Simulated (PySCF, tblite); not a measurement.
# C5H7ClN2Si: geometry, infrared bands and NMR shifts

Aim: predict the infrared bands and NMR shifts of C5H7ClN2Si (`[SiH3]Nc1ccc(Cl)nc1`).

Programs: tblite 0.8.0 and PySCF 2.14.0, with density-fitted response routines of our own. Each step states its level of theory. These are calculated values for one molecule in the gas phase, unless marked as measured. Atoms are numbered from 0 throughout.

### 1 The starting structure

16 atoms, charge 0, multiplicity 1; geometry from: force field or distance geometry start.

Bonds of the start (Å): Si0–N1 1.80, N1–C2 1.41, C2–C3 1.39, C3–C4 1.38, C4–C5 1.37, C5–Cl6 1.73, C5–N7 1.35, N7–C8 1.35, C8–C2 1.40, Si0–H9 1.49, Si0–H10 1.45, Si0–H11 1.46, N1–H12 1.06, C3–H13 1.08, C4–H14 1.09, C8–H15 1.08.

### 2 Geometry optimisation with GFN2-xTB

What the job is given:

```
{"job": {"kind": "relax", "xc": "GFN2-xTB", "basis": "xTB"}, "charge": 0, "multiplicity": 1}
Si     2.722500     0.291700     0.244800
N      1.350800    -0.865300     0.196000
C     -0.001400    -0.474300     0.186400
C     -0.413200     0.854500     0.181300
C     -1.769000     1.102400     0.173200
C     -2.720100     0.118000     0.133400
Cl    -4.408400     0.490300     0.102800
N     -2.285100    -1.164500     0.134300
C     -0.974900    -1.474300     0.153800
H      3.249300     0.303500     1.640000
H      2.336500     1.660200    -0.058600
H      3.817300    -0.206800    -0.582200
H      1.614200    -1.888400     0.209600
H      0.321800     1.643700     0.210500
H     -2.117300     2.140300     0.172400
H     -0.730600    -2.522000     0.158200
```

Command:

```
OMP_NUM_THREADS=1 python probes_run.py task.json out
```

One launch serves the whole session: the jobs run in the order shown.

**Question.** This job is followed by: GFN2-xTB harmonic vibrations, gas phase; GIAO PBE0/pcSseg-1 NMR shielding, non-relativistic, gas phase. Predict these results of the whole session: strongest single infrared mode (GFN2-xTB); zero-point energy (GFN2-xTB); 13C shifts against TMS (PBE0/pcSseg-1); 1H shifts against TMS (PBE0/pcSseg-1, means over atoms taken as alike); 29Si shifts against TMS (PBE0/pcSseg-1); 15N shifts against NH3 (PBE0/pcSseg-1); 35Cl shifts against HCl (PBE0/pcSseg-1).

As calculated:

| quantity | value |
| --- | --- |
| strongest single infrared mode (GFN2-xTB) | 1451 cm⁻¹, 573 km/mol |
| zero-point energy (GFN2-xTB) | 66.9 kcal/mol |
| 13C shifts against TMS (PBE0/pcSseg-1) | 150.9, 146.4, 142.1, 129.4, 124.8 ppm |
| 1H shifts against TMS (PBE0/pcSseg-1, means over atoms taken as alike) | 8.01, 7.30, 7.02, 4.81, 3.15 ppm |
| 29Si shifts against TMS (PBE0/pcSseg-1) | -63.5 ppm |
| 15N shifts against NH3 (PBE0/pcSseg-1) | 354.4, 57.5 ppm |
| 35Cl shifts against HCl (PBE0/pcSseg-1) | 275 ppm |

What this shows: Over 70 steps the energy fell by 0.518 eV; of the close pairs, Si0–N1 changed most, 1.795 to 1.737 Å. No mode is imaginary among the 42: a minimum at this level. The strongest single mode, at 1451 cm⁻¹, is spread over several atoms, C2, C4, N7, N1 among them. Unscaled tight-binding wavenumbers are off by several per cent, some by more. Its intensities can rank the bands wrongly. At PBE0/pcSseg-1: The largest span, 616 ppm, is at N7, where the paramagnetic term is -417 ppm. NICS(1)zz of -24 ppm above the planar ring from C2 marks a diatropic (aromatic) ring current.
